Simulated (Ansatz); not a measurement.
# TiH₂ (singlet): wave-function methods side by side, def2-TZVP

The task here is to estimate one member of a computed series from the others.

Computed with Ansatz 0.2.0, Gaussian basis. Level: def2-TZVP, core rule «outside noble gas», up to 9 orbitals frozen.

Plan: UHF; CCSD(T) on RHF; CCSD(T) on UHF; CISD; CCSDT(Q) on RHF; CCSDT(Q) on UHF; CISDTQ; CCSDTQ on RHF; CASSCF and MRCISD+Q, 6 electrons in 8 orbitals; CASSCF and NEVPT2, 6 electrons in 8 orbitals; Full CI.

8 further runs of the same task are left out: 4 for a known fault of the program, 4 set aside as unsound or not needed.

## The geometry

The geometry is a PBE0/def2-TZVP stationary point (not a proven minimum).

3 atoms, charge 0, spin multiplicity 1.

Atoms are counted from 1 here; the program's logs count them from 0.

Bond lengths: Ti1–H2 1.847 Å, Ti1–H3 1.847 Å. Angles: H2–Ti1–H3 180.0°.

The first run:

in.yaml reads:

```yaml
crystal:
  periodic: [false, false, false]
  atoms:
    - {symbol: Ti, position_ang: [0.000000, 0.000000, 0.000000]}
    - {symbol: H, position_ang: [0.000000, 0.000000, -1.847400]}
    - {symbol: H, position_ang: [0.000000, 0.000000, 1.847400]}
basis:
  gaussian: {orbitals: def2-TZVP}
magnetization: {spin_polarized: true, initial_magnetization: 0}
hamiltonian: {xc: hf}
output: {orbitals: {seedname: orbitals}}
```

The run is started by

```sh
> ansatz run in.yaml --threads 1 --pin off --events-out ev --progress --plain --max-ram 2816MiB --backend cpu
```

Among the steps run: UHF; CCSD(T) on RHF; CCSD(T) on UHF; CISD; CCSDT(Q) on RHF; CCSDT(Q) on UHF; CISDTQ; CCSDTQ on RHF; CASSCF and MRCISD+Q, 6 electrons in 8 orbitals; CASSCF and NEVPT2, 6 electrons in 8 orbitals; Full CI.

One of the session's tables, all rows but one given; the rest of the session is left out.

It belongs to the step «Misses and costs». 

| method | from FCI (meV) |
| --- | --- |
| RHF | +3079.0 |
| RMP2 | ? |
| CISD | +484.5 |
| RCCSD | +257.4 |
| RCCSD(T) | +136.1 |
| RCCSDT | +27.0 |
| CISDTQ | +36.2 |
| RCCSDT(Q) | +7.6 |
| RCCSDTQ | +1.2 |
| FCI | 0 |

**Question.** Estimate the row for RMP2.

The run gave: from FCI (meV): +1134.5. In the column «from FCI (meV)» it lies between CISD (+484.5) and RHF (+3079.0).

Left out of the table: CASSCF valence, NEVPT2 valence, MRCISD valence, MRCISD+Q valence (the active space lost an orbital or holds another state than full CI finds).

To keep in mind: Left out of the table: UHF, UMP2, UCCSD, UCCSD(T), UCCSDT, UCCSDT(Q) (another determinant or state than the rows shown).
